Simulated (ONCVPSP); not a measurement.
# Pseudopotential generation for aluminium: ONCV, PBE

Do these settings give a usable potential? It is generated, then checked for transferability, scattering, ghosts and hardness.

The numbers are computed with ONCVPSP 4.0.1 (PBE, scalar-relativistic, spin-unpolarised reference atom).

**1. Settings**

The settings as typed:

- element: aluminium (Al, Z = 13)
- type: optimised norm-conserving Vanderbilt (ONCV)
- frozen core: [He]
- valence charge: 11
- reference configuration: 2s2 2p6 3s2 3p0.75 (charge +0.25)
- partial waves: 2s+3s: rc 1.05 bohr, ncon 5, nbas 9, qcut 10.2 1/bohr, 2 projectors; 2p+3p: rc 1.20 bohr, ncon 4, nbas 7, qcut 13.2 1/bohr, 2 projectors; d scattering state at 0.22 Ha: rc 1.15 bohr, ncon 4, nbas 8, qcut 7.9 1/bohr, 2 projectors, debl 0.6 Ha
- local potential: polynomial inside 0.80 bohr (lpopt 5, dvloc0 2 Ha)
- core correction: polynomial model core, fcfact 0.5

The nodes and maxima of the atom's own shells, from an earlier all-electron run, set the scale for the radii.

All-electron outer shells of the reference configuration (PBE, scalar-relativistic, ld1.x):

```
shell  level (eV)  outermost node (bohr)  outermost maximum (bohr)
   1s    -1512.99                      –                      0.08
   2s     -110.00                   0.16                      0.50
   2p      -71.47                      –                      0.43
   3s       -9.37                   0.80                      2.06
   3p       -4.15                   0.82                      2.58
```

**2. Generation**

Al.dat

```
# ATOM AND REFERENCE CONFIGURATION
# atsym  z   nc   nv     iexc    psfile
  Al 13.00    1    4        4      upf
#
#   n    l    f
    1    0    2.00
    2    0    2.00
    2    1    6.00
    3    0    2.00
    3    1    0.75
#
# PSEUDOPOTENTIAL AND OPTIMIZATION
# lmax
    2
#
#   l,   rc,      ep,       ncon, nbas, qcut
    0    1.05    0.00    5    9   10.20
    1    1.20    0.00    4    7   13.20
    2    1.15    0.22    4    8    7.90
#
# LOCAL POTENTIAL
# lloc, lpopt,  rc(5),   dvloc0
    4    5    0.80    2.00
#
# VANDERBILT-KLEINMAN-BYLANDER PROJECTORs
# l, nproj, debl
    0    2    3.80
    1    2    1.00
    2    2    0.60
#
# MODEL CORE CHARGE
# icmod, fcfact, rcfact
    1    0.50    0.00
#
# LOG DERIVATIVE ANALYSIS
# epsh1, epsh2, depsh
   -6.00    5.00    0.04
#
# OUTPUT GRID
# rlmax, drl
    6.00    0.01
#
# TEST CONFIGURATIONS
# ncnf
    4
# nvcnf
#   n    l    f
    4
    2    0    2.00
    2    1    6.00
    3    0    2.00
    3    1    1.00
#
    4
    2    0    2.00
    2    1    6.00
    3    0    2.00
    3    1    0.00
#
    4
    2    0    2.00
    2    1    6.00
    3    0    1.00
    3    1    0.00
#
    4
    2    0    2.00
    2    1    6.00
    3    0    0.00
    3    1    0.00
#
```

On the command line:

```sh
$ oncvpsp.x < Al.dat > Al.out
```

**Question.** What will these runs give? Wanted: cutoffs for 1 and 0.1 mHa per electron, occupied waves; bound ghosts; GHOST(+) flags; largest test error; largest phase difference near zero energy, channels read; rms error of d²Exc/dn², without and with the model core.

The runs gave:

| quantity | value |
| --- | --- |
| cutoffs for 1 and 0.1 mHa per electron, occupied waves | 62 Ha and 70 Ha |
| bound ghosts | none found |
| GHOST(+) flags | d at 3173 eV |
| largest test error (AE − PS) | -7.1 meV, for 2s2 2p6 3s0 3p0 |
| largest phase difference near zero energy, channels read | 0.000 rad |
| rms error of d²Exc/dn², without and with the model core | 1.08 and 1.54 mHa |

**Reading.** By total energies transferability is good: the largest error is 7.1 meV on 52.6 eV, for 2s2 2p6 3s0 3p0. It counts as hard, with 62 Ha needed at the looser tolerance. At the looser tolerance the 2p wave is the slowest; 3p needs 53 Ha. The program's ghost test flags no bound state. Near zero energy the phases of the channels with partial waves agree within 0.001 rad. The program also flags highly localised states, GHOST(+) (d).
